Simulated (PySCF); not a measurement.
# C6H12O: the cost of one run

The runs use PySCF 2.14.0, with density-fitted response routines of our own; the level of theory stands in each step. All values are computed, except where a source is named. Atoms count from 0, in the outputs and in this text.

## Step 1: The starting structure

19 atoms, charge 0, multiplicity 1; geometry from: GFN2-xTB. The atoms were then displaced at random by about 0.01 Å, so the start is not that level's minimum.

Bonds of the start (Å): C0–O1 1.43, O1–C2 1.43, C2–C3 1.51, C3–C4 1.56, C4–C5 1.54, C5–C6 1.54, C6–C2 1.52, C0–H7 1.08, C0–H8 1.09, C0–H9 1.08, C2–H10 1.09, C3–H11 1.07, C3–H12 1.07, C4–H13 1.09, C4–H14 1.08, C5–H15 1.09, C5–H16 1.09, C6–H17 1.09, C6–H18 1.09.

## Step 2: Optimising the geometry at PBE0-D3(BJ)/def2-TZVP

Job settings and geometry (Å):

```
{"job": {"xc": "PBE0", "basis": "def2-TZVP", "d3": "d3bj", "grid": 2, "shake": 0.01, "kind": "geom"}, "charge": 0, "multiplicity": 1}
C      2.662960    -0.494570     0.067950
O      1.530600     0.223960     0.567330
C      0.453620     0.375040    -0.360780
C     -0.270060    -0.932540    -0.603770
C     -1.779320    -0.546900    -0.551970
C     -1.803180     0.537230     0.540250
C     -0.541980     1.360180     0.241560
H      3.417110    -0.447400     0.838800
H      3.035950     0.021270    -0.819170
H      2.394370    -1.511950    -0.169190
H      0.874730     0.761850    -1.290230
H     -0.029090    -1.407270    -1.537250
H     -0.102870    -1.613630     0.204960
H     -2.440460    -1.383430    -0.307350
H     -2.091880    -0.123540    -1.496050
H     -2.708680     1.145810     0.533930
H     -1.705860     0.075250     1.520890
H     -0.143080     1.833110     1.137400
H     -0.783600     2.134600    -0.481410
```

The run is started by

```console
$ OMP_NUM_THREADS=2 python probes_run.py task.json out
```

The driver reads the jobs from task.json and runs them one after another.

Q: Estimate the wall time and peak memory of this first job on 2 threads of AMD EPYC 9R45, shared host.

About 81 s, with a peak of 1.9 GiB.
